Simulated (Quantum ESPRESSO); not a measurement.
# W in Quantum ESPRESSO: further runs

One slab, W, is run at these levels: PBE; tasks: work function.

Program: Quantum ESPRESSO 7.5. These are calculated values, not measurements. Logs are shortened: lines on timing, memory, paths and dates and some standing lists are left out, and cuts for length are marked.

## 1. The slab as given

The cell holds a slab with vacuum, 5 atoms: a = 2.767 Å, b = 2.767 Å, c = 24.036 Å, α = 90.00°, β = 90.00°, γ = 109.47°.

## 2. Work function, PBE

pw.in reads:

```
&CONTROL
  calculation = 'scf'
  prefix = 'pwscf'
  outdir = './tmp'
  pseudo_dir = './pseudo'
  tprnfor = .true.
  disk_io = 'low'
/
&SYSTEM
  ibrav = 0
  celldm(1) = 8
  nat = 5
  ntyp = 1
  ecutwfc = 22
  ecutrho = 89
  nbnd = 46
  occupations = 'smearing'
  smearing = 'fd'
  degauss = 0.00367493
/
&ELECTRONS
  conv_thr = 5d-09
  electron_maxstep = 150
  mixing_beta = 0.3
  mixing_mode = 'local-TF'
/
ATOMIC_SPECIES
W    183.8400 W.upf
CELL_PARAMETERS alat
  0.6535156602381   0.0000000000000   0.0000000000000
 -0.2178385534127   0.6161404732879  -0.0000000000000
  0.0000000000000   0.0000000000000   5.6776096923418
ATOMIC_POSITIONS crystal
W      0.5000000000    0.5000000000    0.3120359338
W      0.0000000000    0.0000000000    0.4060179669
W      0.5000000000    0.5000000000    0.5000000000
W      0.0000000000    0.0000000000    0.5939820331
W      0.5000000000    0.5000000000    0.6879640662
K_POINTS automatic
10 10 1 0 0 0
```

pp_density.in reads:

```
&INPUTPP
  prefix = 'pwscf'
  outdir = './tmp'
  filplot = 'density.dat'
  plot_num = 0
/
&PLOT
  nfile = 1
  filepp(1) = 'density.dat'
  iflag = 3
  output_format = 6
  fileout = 'density.cube'
/
```

pp_potential.in reads:

```
&INPUTPP
  prefix = 'pwscf'
  outdir = './tmp'
  filplot = 'potential.dat'
  plot_num = 11
/
&PLOT
  nfile = 1
  filepp(1) = 'potential.dat'
  iflag = 3
  output_format = 6
  fileout = 'potential.cube'
/
```

pp_elf.in reads:

```
&INPUTPP
  prefix = 'pwscf'
  outdir = './tmp'
  filplot = 'elf.dat'
  plot_num = 8
/
&PLOT
  nfile = 1
  filepp(1) = 'elf.dat'
  iflag = 3
  output_format = 6
  fileout = 'elf.cube'
/
```

Potentials or basis: PseudoDojo 0.4.1 SR PBE standard.

Launch:

```sh
$ OMP_NUM_THREADS=1 mpirun -n 2 pw.x -nk 2 -in pw.in > pw.out
$ OMP_NUM_THREADS=1 mpirun -n 1 pp.x -in pp_density.in > pp_density.out
$ OMP_NUM_THREADS=1 mpirun -n 1 pp.x -in pp_potential.in > pp_potential.out
$ OMP_NUM_THREADS=1 mpirun -n 1 pp.x -in pp_elf.in > pp_elf.out
```

pw.out:

```text
This program is part of the open-source Quantum ESPRESSO suite
     for quantum simulation of materials; please cite
[... 6 lines left out ...]
     using ibrav=0 with symmetry is DISCOURAGED, use correct ibrav instead

     K-points division:     npool     =       2
     Subspace diagonalization in iterative solution of the eigenvalue problem:
     a serial algorithm will be used

     G-vector sticks info
     --------------------
     sticks:   dense  smooth     PW     G-vecs:    dense   smooth      PW
     Sum         181     173     67                16513    16211    3737

     Using Slab Decomposition

     bravais-lattice index     =            0
     lattice parameter (alat)  =       8.0000  a.u.
     unit-cell volume          =    1170.4995 (a.u.)^3
     number of atoms/cell      =            5
     number of atomic types    =            1
     number of electrons       =        70.00
     number of Kohn-Sham states=           46
     kinetic-energy cutoff     =      22.0000  Ry
     charge density cutoff     =      89.0000  Ry
     scf convergence threshold =      5.0E-09
     mixing beta               =       0.3000
     number of iterations used =            8  local-TF  mixing
     Exchange-correlation= PBE
                           (   1   4   3   4   0   0   0)

     celldm(1)=   8.000000  celldm(2)=   0.000000  celldm(3)=   0.000000
     celldm(4)=   0.000000  celldm(5)=   0.000000  celldm(6)=   0.000000

     crystal axes: (cart. coord. in units of alat)
               a(1) = (   0.653516   0.000000   0.000000 )
               a(2) = (  -0.217839   0.616140  -0.000000 )
               a(3) = (   0.000000   0.000000   5.677610 )

     reciprocal axes: (cart. coord. in units 2 pi/alat)
               b(1) = (  1.530185  0.541002 -0.000000 )
               b(2) = (  0.000000  1.623007  0.000000 )
               b(3) = ( -0.000000  0.000000  0.176130 )

     PseudoPot. # 1 for W  read from file:
     W.upf
     Pseudo is Norm-conserving + core correction, Zval = 14.0
     Generated using ONCVPSP code by D. R. Hamann
     Using radial grid of 1396 points,  8 beta functions with:
                l(1) =   0
                l(2) =   0
                l(3) =   1
                l(4) =   1
                l(5) =   2
                l(6) =   2
                l(7) =   3
                l(8) =   3

     atomic species   valence    mass     pseudopotential
     W                14.00   183.84000     W ( 1.00)

      4 Sym. Ops., with inversion, found

   Cartesian axes

     site n.     atom                  positions (alat units)
         1        W      tau(   1) = (   0.2178386   0.3080702   1.7716182  )
         2        W      tau(   2) = (   0.0000000   0.0000000   2.3052115  )
         3        W      tau(   3) = (   0.2178386   0.3080702   2.8388048  )
         4        W      tau(   4) = (   0.0000000   0.0000000   3.3723981  )
         5        W      tau(   5) = (   0.2178386   0.3080702   3.9059915  )

     number of k points=    52  Fermi-Dirac smearing, width (Ry)=  0.0037
                       cart. coord. in units 2pi/alat
        k(    1) = (   0.0000000   0.0000000   0.0000000), wk =   0.0200000
        k(    2) = (   0.0000000   0.1623007   0.0000000), wk =   0.0400000
        k(    3) = (   0.0000000   0.3246013   0.0000000), wk =   0.0400000
        k(    4) = (   0.0000000   0.4869020   0.0000000), wk =   0.0400000
        k(    5) = (   0.0000000   0.6492026   0.0000000), wk =   0.0400000
        k(    6) = (   0.0000000  -0.8115033   0.0000000), wk =   0.0200000
[... 44 lines left out ...]
        k(   51) = (  -0.7650926   0.3787015   0.0000000), wk =   0.0400000
        k(   52) = (  -0.7650926  -1.0820043   0.0000000), wk =   0.0200000

     Dense  grid:    16513 G-vectors     FFT dimensions: (  15,  15, 144)

     Smooth grid:    16211 G-vectors     FFT dimensions: (  15,  15, 135)

     Initial potential from superposition of free atoms

     starting charge      69.9974, renormalised to      70.0000

     negative rho (up, down):  1.879E-02 0.000E+00
     Starting wfcs are   50 randomized atomic wfcs

     Self-consistent Calculation

     iteration #  1     ecut=    22.00 Ry     beta= 0.30
     Davidson diagonalization with overlap
     ethr =  1.00E-02,  avg # of iterations =  3.0

     negative rho (up, down):  9.791E-03 0.000E+00

     total energy              =    -755.82742493 Ry
     estimated scf accuracy    <       1.13974115 Ry

     iteration #  2     ecut=    22.00 Ry     beta= 0.30
     Davidson diagonalization with overlap
     ethr =  1.63E-03,  avg # of iterations =  1.3

     negative rho (up, down):  2.732E-03 0.000E+00

     total energy              =    -755.70648144 Ry
     estimated scf accuracy    <       0.61194800 Ry
[... 120 lines left out ...]
     total energy              =    -755.73251356 Ry
     estimated scf accuracy    <          9.4E-09 Ry

     iteration # 17     ecut=    22.00 Ry     beta= 0.30
     Davidson diagonalization with overlap
     ethr =  1.35E-11,  avg # of iterations =  2.7

     total energy              =    -755.73251353 Ry
     estimated scf accuracy    <          5.3E-09 Ry

     iteration # 18     ecut=    22.00 Ry     beta= 0.30
     Davidson diagonalization with overlap
     ethr =  7.60E-12,  avg # of iterations =  2.1

     End of self-consistent calculation

          k = 0.0000 0.0000 0.0000 (  2021 PWs)   bands (ev):

   -65.3727 -65.2365 -65.1427 -65.0213 -64.9928 -31.4000 -31.1697 -30.8625
   -30.6781 -30.5794 -30.5743 -30.4127 -30.3795 -30.3699 -30.3694 -30.3427
   -30.2039 -30.1985 -30.0487 -30.0487  -0.9332   0.1427   1.3437   1.9189
     2.0440   4.3793   4.8605   5.5179   6.0965   6.0992   6.3344   6.3728
     6.4884   6.5603   6.8529   7.6636   7.9537   8.3353   9.2441   9.3632
     9.5209   9.5659   9.7966   9.9075   9.9543   9.9905

          k = 0.0000 0.1623 0.0000 (  2021 PWs)   bands (ev):

   -65.3038 -65.2551 -65.1450 -65.0093 -65.0061 -31.3706 -31.1625 -30.8935
   -30.7071 -30.6331 -30.5791 -30.4326 -30.4175 -30.4063 -30.4039 -30.3721
   -30.2459 -30.2357 -30.0866 -30.0866  -0.5879   0.4410   1.6522   2.2487
     2.3799   4.4520   4.9055   5.5481   5.8021   5.9916   6.1347   6.2663
     6.2959   6.7358   7.1300   7.2970   7.7947   8.2771   9.0193   9.1214
     9.4947   9.5095   9.7394   9.8672  10.0923  10.1241
[... 435 lines left out ...]
   -65.2581 -65.2085 -65.1792 -65.0244 -64.9872 -31.4395 -31.3490 -31.2238
   -31.1125 -31.0949 -30.9994 -30.9762 -30.9648 -30.9081 -30.8153 -30.6799
   -30.5970 -30.5919 -30.4874 -30.3769   2.2571   2.5365   2.5367   2.9245
     3.3538   3.4726   3.8031   4.5406   4.6611   5.4344   6.2090   6.9150
     8.0172   8.2925   8.8533   8.8826   9.3115   9.5878   9.7476  10.7298
    11.0579  11.4731  11.8304  11.9013  12.1051  13.7813

          k =-0.7651-1.0820 0.0000 (  2058 PWs)   bands (ev):

   -65.2220 -65.1707 -65.1232 -64.9531 -64.9247 -31.4892 -31.3911 -31.2480
   -31.1175 -31.0761 -31.0118 -31.0089 -30.9978 -30.9098 -30.8155 -30.6899
   -30.6053 -30.5966 -30.4962 -30.3630   1.9945   2.2980   2.3627   2.6406
     3.2491   3.2498   3.4942   4.5845   4.6368   5.7701   6.2794   7.4536
     8.2209   8.3916   8.6309   9.3518   9.5226   9.5693   9.6648  11.5728
    11.6310  12.4868  12.7124  12.9222  13.2690  13.5895

     the Fermi energy is     7.7971 ev

!    total energy              =    -755.73251353 Ry
     estimated scf accuracy    <          4.9E-11 Ry
     smearing contrib. (-TS)   =      -0.00266398 Ry
     internal energy E=F+TS    =    -755.72984955 Ry

     The total energy is F=E-TS. E is the sum of the following terms:
     one-electron contribution =   -5273.08820263 Ry
     hartree contribution      =    2640.42996485 Ry
     xc contribution           =    -164.79001412 Ry
     ewald contribution        =    2041.71840235 Ry

     convergence has been achieved in  18 iterations

     Forces acting on atoms (cartesian axes, Ry/au):

     atom    1 type  1   force =     0.00000000    0.00000000    0.03041848
     atom    2 type  1   force =     0.00000000    0.00000000   -0.02748716
     atom    3 type  1   force =     0.00000000    0.00000000    0.00000000
     atom    4 type  1   force =     0.00000000    0.00000000    0.02748716
     atom    5 type  1   force =     0.00000000    0.00000000   -0.03041848

     Total force =     0.057980     Total SCF correction =     0.000025

=------------------------------------------------------------------------------=
   JOB DONE.
=------------------------------------------------------------------------------=
```

pp_density.out:

```text
This program is part of the open-source Quantum ESPRESSO suite
     for quantum simulation of materials; please cite
         "P. Giannozzi et al., J. Phys.:Condens. Matter 21 395502 (2009);
         "P. Giannozzi et al., J. Phys.:Condens. Matter 29 465901 (2017);
         "P. Giannozzi et al., J. Chem. Phys. 152 154105 (2020);
     in publications or presentations arising from this work. More details at

     IMPORTANT: XC functional enforced from input :
     Exchange-correlation= PBE
                           (   1   4   3   4   0   0   0)
     Any further DFT definition will be discarded
     Please, verify this is what you really want

     G-vector sticks info
     --------------------
     sticks:   dense  smooth     PW     G-vecs:    dense   smooth      PW
     Sum         181     173     67                16513    16211    3737

     Using Slab Decomposition

     Calling punch_plot, plot_num =   0
     Writing data to file  density.dat
     Reading data from file  density.dat

     Writing data to be plotted to file density.cube
     Plot Type: 3D                     Output format: Gaussian cube

=------------------------------------------------------------------------------=
   JOB DONE.
=------------------------------------------------------------------------------=
```

pp_potential.out:

```text
This program is part of the open-source Quantum ESPRESSO suite
     for quantum simulation of materials; please cite
         "P. Giannozzi et al., J. Phys.:Condens. Matter 21 395502 (2009);
         "P. Giannozzi et al., J. Phys.:Condens. Matter 29 465901 (2017);
         "P. Giannozzi et al., J. Chem. Phys. 152 154105 (2020);
     in publications or presentations arising from this work. More details at

     IMPORTANT: XC functional enforced from input :
     Exchange-correlation= PBE
                           (   1   4   3   4   0   0   0)
     Any further DFT definition will be discarded
     Please, verify this is what you really want

     G-vector sticks info
     --------------------
     sticks:   dense  smooth     PW     G-vecs:    dense   smooth      PW
     Sum         181     173     67                16513    16211    3737

     Using Slab Decomposition

     Calling punch_plot, plot_num =  11
     Writing data to file  potential.dat
     Reading data from file  potential.dat

     Writing data to be plotted to file potential.cube
     Plot Type: 3D                     Output format: Gaussian cube

=------------------------------------------------------------------------------=
   JOB DONE.
=------------------------------------------------------------------------------=
```

It took 71 s on 2 MPI ranks of Arm Neoverse V1, shared host; peak memory 0.2 GiB.

These settings aren't checked as converged: the numbers below hold their error.

Results:

| Item | Value |
| --- | --- |
| Free energy | -10282.2647 eV |
| Largest force | 0.782 eV/Å |
| Band gap on the k mesh | none (metal or under the smearing width) |
| Work function of the upper face | 4.94 eV |
| Work function of the lower face | 4.94 eV |

Caveat: the cutoff lies well under what these potentials need, so the values aren't converged; the cell was measured hot, at 2171 K.

(Continued in part 2 of 2.)
